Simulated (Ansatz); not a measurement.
# CH₃FMgO (SMILES C[O][Mg][F]): a rigid scan of the bond length C1–O2

The task here is to estimate one member of a computed series from the others.

The runs use Ansatz 0.2.0, Gaussian basis; single points in def2-TZVPP.

Levels: PBE-D4, r2SCAN-D4, PBE0-D4, B3LYP-D4, wB97M-V, Hartree-Fock, MP2, CCSD, CCSD(T). The scan takes 1.130, 1.188, 1.273, 1.372, 1.482, 1.601, 1.727, 1.859, 1.998 Å.

Cores are frozen in the correlated methods. The outer core shell of Li, Na, Mg and K is correlated. B3LYP uses VWN-RPA correlation.

18 further runs of the same task are left out: 18 set aside as unsound or not needed.

## The system as given

SMILES `C[O][Mg][F]`, 7 atoms, charge 0, spin multiplicity 1.

Atoms are counted from 1 here; the program's logs count them from 0.

Bond lengths: C1–O2 1.357 Å, C1–H5 1.163 Å, C1–H6 1.157 Å, C1–H7 1.093 Å, O2–Mg3 2.006 Å, Mg3–F4 1.951 Å. Angles: O2–C1–H5 109.3°, O2–C1–H6 110.5°, O2–C1–H7 114.4°, H5–C1–H6 104.4°, H5–C1–H7 109.0°, H6–C1–H7 108.8°, C1–O2–Mg3 103.5°, O2–Mg3–F4 176.0°.

Geometry (Å):

```xyz
7

C     0.0658    0.9840    0.1953
O    -0.0360   -0.0190    1.1039
Mg   -0.0870   -1.6735   -0.0296
F    -0.0017   -3.2900   -1.1183
H    -0.8740    0.9794   -0.4906
H     0.0325    2.0133    0.7228
H     0.9617    0.9379   -0.4293
```

The first run:

Input file pre/in.yaml:

```yaml
crystal:
  periodic: [false, false, false]
  atoms:
    - {symbol: C, position_ang: [0.065800, 0.984000, 0.195300]}
    - {symbol: O, position_ang: [-0.036000, -0.019000, 1.103900]}
    - {symbol: Mg, position_ang: [-0.087000, -1.673500, -0.029600]}
    - {symbol: F, position_ang: [-0.001700, -3.290000, -1.118300]}
    - {symbol: H, position_ang: [-0.874000, 0.979400, -0.490600]}
    - {symbol: H, position_ang: [0.032500, 2.013300, 0.722800]}
    - {symbol: H, position_ang: [0.961700, 0.937900, -0.429300]}
basis:
  gaussian: {orbitals: def2-SVP}
hamiltonian: {xc: pbe, dispersion: d4}
relax: {f_tol: 0.03, max_steps: 250}
```

No record of the launch command was kept for these runs.

Among the steps run: A first relaxation in a small basis; Relaxation at PBE0-D4; Reference energies at the minimum; C1–O2 = 1.130 Å; C1–O2 = 1.188 Å; C1–O2 = 1.273 Å; C1–O2 = 1.372 Å; C1–O2 = 1.482 Å; C1–O2 = 1.601 Å; C1–O2 = 1.727 Å; C1–O2 = 1.859 Å; C1–O2 = 1.998 Å.

One table of the session follows, with a row left open; its other results are not shown here.

It belongs to the step «The curves». Energies less that of the minimum at the same level (kJ/mol):

| bond length (Å) | PBE-D4 | PBE0-D4 | B3LYP-D4 | wB97M-V | Hartree-Fock |
| --- | --- | --- | --- | --- | --- |
| 1.130 | 210.6 | 199.6 | 206.0 | 208.7 | 196.6 |
| 1.188 | 111.8 | 102.9 | 108.3 | 109.5 | 99.2 |
| 1.273 | 31.4 | 26.1 | 29.5 | 29.6 | 23.1 |
| 1.372 | 0.4 | 0.1 | 0.3 | 0.2 | -0.2 |
| 1.378 (minimum) | 0.0 | 0.0 | 0.0 | 0.0 | 0.0 |
| 1.482 | 11.7 | 17.5 | 13.7 | 14.7 | 22.5 |
| 1.601 | 52.2 | 65.2 | 56.7 | 60.0 | 77.6 |
| 1.727 | ? | ? | ? | ? | ? |
| 1.859 | 173.7 | 202.3 | 183.7 | 195.3 | 233.9 |
| 1.998 | 239.8 | 276.4 | 253.2 | 270.0 | 318.8 |

**Question.** Estimate the row for bond length (Å) = 1.727.

Worked estimate for «PBE-D4». A straight line through the neighbours (1.601, 52.2) and (1.859, 173.7) gives 52.2 + (173.7 − 52.2) × (1.727 − 1.601) / (1.859 − 1.601) = 111.5; a parabola fitted to 4 rows on both sides gives 109.1.

The run gave: PBE-D4: 109.4; PBE0-D4: 130.1; B3LYP-D4: 116.5; wB97M-V: 123.5; Hartree-Fock: 151.4. In «PBE-D4» the line misses by +2.1 and the parabola by -0.3.
